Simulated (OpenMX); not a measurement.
Runs of OpenMX 3.8.5 on CuF. It takes space group P4/mmm (No. 123, tetragonal). The conventional cell has a = 2.471 Å, b = 2.471 Å, c = 3.417 Å, α = 90.00°, β = 90.00°, γ = 90.00°. Around Cu (site symmetry 4/mmm) lie 8 F at 2.44 Å and 4 Cu at 2.47 Å. Around F (site symmetry 4/mmm) lie 8 Cu at 2.44 Å and 4 F at 2.47 Å. The cell was built by a generator and needn't be a form met in nature.

```tsv
level	gap on the mesh (eV)	pressure (GPa)	largest force (eV/Å)
PBE+D3(BJ)	none	2.5	0.06
PBE+D4	none	(a)	0.06
PBE+D3	none	3.2	0.06
PBE	none	6.4	0.06
```

Alike in all rows: task single point; potentials or basis OpenMX 2013 PBE set, Cu6.0H-s3p2d2, F6.0-s2p2d1, grid cutoff 500 Ry; no spin polarisation; cell as given; k mesh 9 × 9 × 7; smearing fermi-dirac 0.05 eV.

Estimate the missing entries.

(a) 3.1.

Caveats: the basis of atomic orbitals isn't converged, which shifts pressures, moduli and gaps; the run has no spin polarisation, though such a crystal can be magnetic; semilocal functionals often make such compounds metallic where correlation or magnetic order opens a gap, which also shifts bond lengths; pairwise dispersion overbinds metals, which lowers pressure and volume (some runs).

A gap of «none» marks a metal or a gap under the smearing width.
